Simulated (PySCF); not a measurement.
# [Ce(S2)]2+: other functionals and bases at one geometry

How far do other levels of theory move the description of [Ce(S2)]2+, and what does each cost? The species was built from a template and needn't be a known compound.

Method: several levels, as the steps say, no spin–orbit coupling; program: PySCF 2.14.0.

4 further runs of the same task are left out: 2 for a known fault of the program, 1 that didn't finish, 1 set aside as unsound or not needed.

## (1) Where the work starts

3 atoms, charge 2, spin multiplicity 1.

Bond lengths: Ce1–S2 2.437 Å, Ce1–S3 2.437 Å, S2–S3 2.119 Å. Angles: S2–Ce1–S3 51.5°, Ce1–S2–S3 64.2°, Ce1–S3–S2 64.2°.

Coordinates:

```xyz
3
charge 2, multiplicity 1
Ce    0.00000    0.00000   -0.59573
S     1.05965    0.00000    1.59937
S    -1.05965    0.00000    1.59937
```

Formal oxidation states: Ce +4. The 4f shell is empty and lies in the core potential. An earlier session relaxed this geometry at r2SCAN, Ce lcecp-2-SVP with ECP46, S def2-SVP (singlet, point group C2v).

At r2SCAN on the finer grid: E = -833.981219 Eh, frontier levels not given, since the 4f levels lie in the core, Mulliken charge on Ce1 +1.74 e, largest force component 0.001 eV/Å. The large-core potential holds the 4f shell empty.

Levels to run: PBE; BP86; TPSS; TPSSh; r2SCAN, TZVP; r2SCAN, x2c-SVP. Hardware: 2 threads of Arm Neoverse V1, shared host.

## (2) PBE

run.py (the lines that set the calculation) reads:

```python
mol = gto.M(atom='''
Ce     0.00000     0.00000    -0.59573
S      1.05965     0.00000     1.59937
S     -1.05965     0.00000     1.59937''',
    basis={'Ce': 'lcecp-2-SVP', 'S': 'def2-SVP'},
    ecp={'Ce': 'lcecp-2-SVP'},
    charge=2, spin=0)
mf = dft.RKS(mol, xc='PBE')
mf.grids.atom_grid = (75, 302)  # f atoms: unpruned, at least (60, 302)
mf = mf.density_fit()  # fitting sets: Ce AutoAux, S def2-universal-JKFIT
mf.conv_tol = 1e-08; mf.max_cycle = 55
mf.kernel(dm0)  # dm0: the density of the relaxed state
```

On the command line:

```bash
OMP_NUM_THREADS=2 python run.py
```

## (3) BP86

run.py (the lines that set the calculation): that of step 2 with these lines changed.

```diff
@@ -7,3 +7,3 @@
     charge=2, spin=0)
-mf = dft.RKS(mol, xc='PBE')
+mf = dft.RKS(mol, xc='B88,P86')
 mf.grids.atom_grid = (75, 302)  # f atoms: unpruned, at least (60, 302)
```

## (4) TPSS

run.py (the lines that set the calculation): that of step 3 with these lines changed.

```diff
@@ -7,3 +7,3 @@
     charge=2, spin=0)
-mf = dft.RKS(mol, xc='B88,P86')
+mf = dft.RKS(mol, xc='TPSS')
 mf.grids.atom_grid = (75, 302)  # f atoms: unpruned, at least (60, 302)
```

## (5) TPSSh

run.py (the lines that set the calculation): that of step 4 with these lines changed.

```diff
@@ -7,3 +7,3 @@
     charge=2, spin=0)
-mf = dft.RKS(mol, xc='TPSS')
+mf = dft.RKS(mol, xc='TPSSH')
 mf.grids.atom_grid = (75, 302)  # f atoms: unpruned, at least (60, 302)
```

## (6) r2SCAN, TZVP

Basis: Ce lcecp-2-TZVP with ECP46, S def2-TZVP. 

run.py (the lines that set the calculation) reads:

```python
mol = gto.M(atom='''
Ce     0.00000     0.00000    -0.59573
S      1.05965     0.00000     1.59937
S     -1.05965     0.00000     1.59937''',
    basis={'Ce': 'lcecp-2-TZVP', 'S': 'def2-TZVP'},
    ecp={'Ce': 'lcecp-2-TZVP'},
    charge=2, spin=0)
mf = dft.RKS(mol, xc='R2SCAN')
mf.grids.atom_grid = (75, 302)  # f atoms: unpruned, at least (60, 302)
mf = mf.density_fit()  # fitting sets: Ce AutoAux, S def2-universal-JKFIT
mf.conv_tol = 1e-08; mf.max_cycle = 55
mf.kernel(dm0)  # dm0: free metal ions and neutral atoms
```

## (7) r2SCAN, x2c-SVP

Basis: Ce x2c-SVPall, S x2c-SVPall. All electrons are treated, with the spin-free X2C Hamiltonian.

run.py (the lines that set the calculation) reads:

```python
mol = gto.M(atom='''
Ce     0.00000     0.00000    -0.59573
S      1.05965     0.00000     1.59937
S     -1.05965     0.00000     1.59937''',
    basis={'Ce': 'x2c-SVPall', 'S': 'x2c-SVPall'},
    nucmod='G',
    charge=2, spin=0)
mf = dft.RKS(mol, xc='R2SCAN')
mf.grids.atom_grid = (99, 590)  # f atoms: unpruned, at least (60, 302)
mf = mf.density_fit()  # fitting sets: Ce AutoAux, S AutoAux
mf = mf.sfx2c1e()
mf.conv_tol = 1e-08; mf.max_cycle = 55
mf.kernel(dm0)  # dm0: free metal ions and neutral atoms
```

What does the calculation give? Wanted: for each run, charge on Ce1; dipole; largest force.

As calculated:

| level | state | charge on Ce1 (e) | dipole (D) | largest force (eV/Å) | basis functions | time |
| --- | --- | --- | --- | --- | --- | --- |
| r2SCAN (relaxed here) | singlet | 1.74 | 4.70 | 0.00 | 66 | 7.5 s |
| PBE | singlet | 1.65 | 4.09 | 0.25 | 66 | 2.5 s |
| BP86 | singlet | 1.66 | 4.14 | 0.39 | 66 | 2.5 s |
| TPSS | singlet | 1.72 | 4.52 | 0.37 | 66 | 2.9 s |
| TPSSh | singlet | 1.75 | 4.77 | 0.07 | 66 | 2.6 s |
| r2SCAN, TZVP | singlet | 1.81 | 4.20 | 0.53 | 121 | 8.5 s |
| r2SCAN, x2c-SVP | singlet | 1.39 | 4.83 | 1.90 | 121 | 2.8 min |

Times are on 2 threads of Arm Neoverse V1, shared host; the first row also made further properties. The dipole of a charged species depends on the origin, so these sizes hold for this origin alone.

The largest leftover force, 1.90 eV/Å with r2SCAN, x2c-SVP, stands at a geometry relaxed at another level. The Mulliken charge on Ce spans +1.39 to +1.81 e over the levels. With 4f in the core, its levels are missing from HOMO and gap. Total energies of different levels can't be compared. Spin–orbit coupling is left out throughout.
